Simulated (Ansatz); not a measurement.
# MRCISD+Q(2,2)/MINI (accuracy low, 1 point charge) run of CH3BClFO (SMILES BC(O)(F)Cl)

What is the vertical singlet–triplet gap of CH3BClFO at MRCISD+Q(2,2)/MINI (accuracy low, 1 point charge)? 

The calculation is run with Ansatz 0.2.0.

7 further runs of the same task are left out: 1 that didn't finish, 6 set aside as unsound or not needed.

### Step 1. The molecule

CH3BClFO: 8 atoms, total charge 0, spin state singlet. As SMILES, `BC(O)(F)Cl`. The shape is that of a PBE0-D4/def2-TZVP optimisation. This is one conformer, not always the lowest.

Bond lengths: B1–C2 1.545 Å, C2–O3 1.458 Å, C2–F4 1.346 Å, C2–Cl5 1.742 Å, B1–H6 1.192 Å, B1–H7 1.187 Å, O3–H8 0.968 Å. Angles: B1–C2–O3 74.1°, B1–C2–F4 121.2°, B1–C2–Cl5 125.0°, O3–C2–F4 108.7°, O3–C2–Cl5 110.1°, F4–C2–Cl5 109.4°, C2–B1–H6 116.5°, C2–B1–H7 119.5°, C2–O3–H8 107.1°, H6–B1–H7 123.9°.

### Step 2. A single-point energy at MRCISD+Q(2,2)/MINI (accuracy low, 1 point charge)

in.yaml

```yaml
crystal:
  periodic: [false, false, false]
  atoms:
    - {symbol: B, position_ang: [-0.496700, 0.835900, 0.196700]}
    - {symbol: C, position_ang: [0.656000, -0.125700, -0.169000]}
    - {symbol: O, position_ang: [-0.573100, -0.892300, -0.337200]}
    - {symbol: F, position_ang: [1.403700, -0.711800, 0.783800]}
    - {symbol: Cl, position_ang: [1.548100, -0.091800, -1.664700]}
    - {symbol: H, position_ang: [-0.796500, 0.892200, 1.348900]}
    - {symbol: H, position_ang: [-0.991600, 1.504400, -0.650000]}
    - {symbol: H, position_ang: [-0.657600, -1.468100, 0.435900]}
basis:
  gaussian:
    orbitals: MINI.json
    point_charges: [{charge: -1, position_ang: [-2.9426, 4.8079, -0.7465]}]
magnetization:
  spin_polarized: false
  initial_magnetization: 0
correlation:
  method: fic_mrcisd_q
  active_space:
    window: {electrons: 2, orbitals: 2}
  electrons: outside_noble_gas
accuracy: low
```

The basis set MINI is read from a file made from the Basis Set Exchange's data (not shown).

On the command line:

```
$ ansatz run in.yaml --threads 1 --pin off --max-ram 2610MiB --events-out events.jsonl --progress --plain --runs-dir runs
```

Output:

```text
Warning: RAYON_NUM_THREADS=1 ignored (pool sized by the plan → 1); use --threads N
Functional definition: HF
  name "HF"
  exchange = exact_x
  correlation = 0
462 factors; integrals over basis functions are off by at most 7.3e-5 eV
mean field evaluation 1: about -18883.8249 eV, gradient 3.0e1 eV
mean field evaluation 2: about -18884.0599 eV, gradient 3.0e1 eV
mean field evaluation 4: about -18887.4909 eV, gradient 2.1e0 eV
mean field evaluation 8: about -18887.5228 eV, gradient 2.2e-4 eV
mean field -18887.52275042 eV, -694.1036586552 hartree, gradient 8.3e-6 eV, S^2 0.000000; 0 other end points of the search recorded, 0 dependent functions left out
reference -18887.52275042 eV, -694.1036586552 hartree; 24, 24 occupied and 8, 8 virtual orbitals, 462 factors
state -18888.06119285 eV, -694.1234460496 hartree
contracted CI cycle   1: correlation 0.00000000 eV, 0.0000000000 hartree, residual 1.47e1 eV
contracted CI cycle   2: correlation -3.84074596 eV, -0.1411448107 hartree, residual 3.27e0 eV
contracted CI cycle   3: correlation -4.07642154 eV, -0.1498057283 hartree, residual 8.75e-1 eV
contracted CI cycle   4: correlation -4.09194600 eV, -0.1503762420 hartree, residual 2.57e-1 eV
contracted CI cycle   5: correlation -4.09338305 eV, -0.1504290525 hartree, residual 7.40e-2 eV
contracted CI cycle   6: correlation -4.09349976 eV, -0.1504333415 hartree, residual 2.23e-2 eV
contracted CI cycle   7: correlation -4.09350991 eV, -0.1504337145 hartree, residual 6.85e-3 eV
contracted CI cycle   8: correlation -4.09351084 eV, -0.1504337489 hartree, residual 2.38e-3 eV
state -18888.06119285 eV, -694.1234460496 hartree; corrected -18892.52156672 eV, -694.2873617658 hartree
Total energy: -18892.52156672 eV, -694.2873617658 hartree
```

Run time: 1.3 s. Hardware: 1 thread of Intel Xeon Platinum 8259CL at 2.50GHz (Skylake/Cascade Lake), shared host; peak memory 0.28 GiB.

### Step 3. The triplet

in.yaml: that of step 2 with these lines changed.

```diff
@@ -1 +1,5 @@
+basis:
+  gaussian:
+    orbitals: MINI.json
+    point_charges: [{charge: -1, position_ang: [-2.9426, 4.8079, -0.7465]}]
 crystal:
@@ -11,9 +15,3 @@
     - {symbol: H, position_ang: [-0.657600, -1.468100, 0.435900]}
-basis:
-  gaussian:
-    orbitals: MINI.json
-    point_charges: [{charge: -1, position_ang: [-2.9426, 4.8079, -0.7465]}]
-magnetization:
-  spin_polarized: false
-  initial_magnetization: 0
+accuracy: low
 correlation:
@@ -23,2 +21,4 @@
   electrons: outside_noble_gas
-accuracy: low
+magnetization:
+  spin_polarized: false
+  initial_magnetization: 2
```

The basis set MINI is read from a file made from the Basis Set Exchange's data (not shown).

On the command line:

```
$ ansatz run in.yaml --threads 1 --pin off --max-ram 2610MiB --events-out events.jsonl --progress --plain --runs-dir runs
```

Output, cut to the lines that bear on the results:

```text
Warning: RAYON_NUM_THREADS=1 ignored (pool sized by the plan → 1); use --threads N
[... 2 set-up lines as earlier in the session ...]
[...]
462 factors; integrals over basis functions are off by at most 7.3e-5 eV
[...]
mean field -18880.12075359 eV, -693.8316402891 hartree, gradient 2.4e-6 eV, S^2 2.000000; 11 other end points of the search recorded, 0 dependent functions left out
reference -18880.12075359 eV, -693.8316402891 hartree; 25, 23 occupied and 7, 9 virtual orbitals, 462 factors
state -18880.12075359 eV, -693.8316402891 hartree
contracted CI cycle   1: correlation 0.00000000 eV, 0.0000000000 hartree, residual 1.59e1 eV
contracted CI cycle   2: correlation -4.57403781 eV, -0.1680927890 hartree, residual 3.24e0 eV
contracted CI cycle   3: correlation -4.82328815 eV, -0.1772525701 hartree, residual 9.77e-1 eV
contracted CI cycle   4: correlation -4.84691319 eV, -0.1781207744 hartree, residual 3.03e-1 eV
contracted CI cycle   5: correlation -4.84966106 eV, -0.1782217566 hartree, residual 1.22e-1 eV
contracted CI cycle   6: correlation -4.85013683 eV, -0.1782392409 hartree, residual 4.92e-2 eV
contracted CI cycle   7: correlation -4.85021056 eV, -0.1782419507 hartree, residual 1.97e-2 eV
contracted CI cycle   8: correlation -4.85022298 eV, -0.1782424068 hartree, residual 8.46e-3 eV
contracted CI cycle   9: correlation -4.85022532 eV, -0.1782424928 hartree, residual 3.52e-3 eV
contracted CI cycle  10: correlation -4.85022568 eV, -0.1782425062 hartree, residual 1.44e-3 eV
state -18880.12075359 eV, -693.8316402891 hartree; corrected -18885.51432601 eV, -694.0298504196 hartree
Total energy: -18885.51432601 eV, -694.0298504196 hartree
```

Run time: 3.6 s. Hardware: 1 thread of Intel Xeon Platinum 8259CL at 2.50GHz (Skylake/Cascade Lake), shared host; peak memory 0.28 GiB.

### Step 4. What came out

At MRCISD+Q(2,2)/MINI (accuracy low, 1 point charge):

| quantity | value |
| --- | --- |
| singlet: total energy | -694.28736 Eh |
| triplet: total energy | -694.02985 Eh |
| vertical energy of the triplet above the singlet | 7.007 eV |

At this shape the triplet lies 7.01 eV (162 kcal/mol) above the singlet. In a minimal basis such a difference can be off by several eV, whatever the method. The accuracy setting (singlet) is loose, so the last digits carry no meaning. The accuracy setting (triplet) is loose, so the last digits carry no meaning.
